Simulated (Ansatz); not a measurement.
The system is CoW3.

```xyz
4
Lattice="3.9074 0.0000 0.0000 0.0000 3.9074 0.0000 0.0000 0.0000 3.9074" Properties=species:S:1:pos:R:3 pbc="T T T"
W     1.9537    1.9537    0.0000
W     1.9537    0.0000    1.9537
W     0.0000    1.9537    1.9537
Co    0.0000    0.0000    0.0000
```

The cell comes from a database or a generator and needn't be the stable form of this composition.

Base run:

| Property | Result |
| --- | --- |
| Program | Ansatz 0.2.0 |
| Functional | PBEsol |
| Potentials or basis | Ansatz PAW |
| Cutoff | 420 eV (not typed: the program's choice for these potentials) |
| k mesh | 6 × 6 × 6 |
| Occupations | fermi-dirac, width 0.05 eV |
| Spin | collinear spin, ferromagnetic start |
| Starting moments | [0.0, 0.0, 0.0, 4.0] μB |
| Fixed moment | 4 μB |

Its results: pressure -2.6 GPa; site moments W +0.57; Co +1.70 μB.

Question: After a change of settings the same cell gave: pressure -5.6 GPa; site moments W +0.36; Co +1.53 μB. Which change was it?
A. fixed moment from 4 μB to 1.5 μB; moments at the start from [0.0, 0.0, 0.0, 4.0] to [0.0, 0.0, 0.0, 1.5]
B. fixed moment from 4 μB to 3 μB; moments at the start from [0.0, 0.0, 0.0, 4.0] to [0.0, 0.0, 0.0, 3.0]
C. fixed moment from 4 μB to 0.5 μB; moments at the start from [0.0, 0.0, 0.0, 4.0] to [0.0, 0.0, 0.0, 0.5]
D. fixed moment from 4 μB to 1 μB; moments at the start from [0.0, 0.0, 0.0, 4.0] to [0.0, 0.0, 0.0, 1.0]

Answer: B.

Caveats: the total moment is fixed, so each spin has its own Fermi level; the PAW data sets come from PBE, with cores solved anew for the run's functional, which leaves a small shift of forces and pressure; the thresholds are loose for stress.
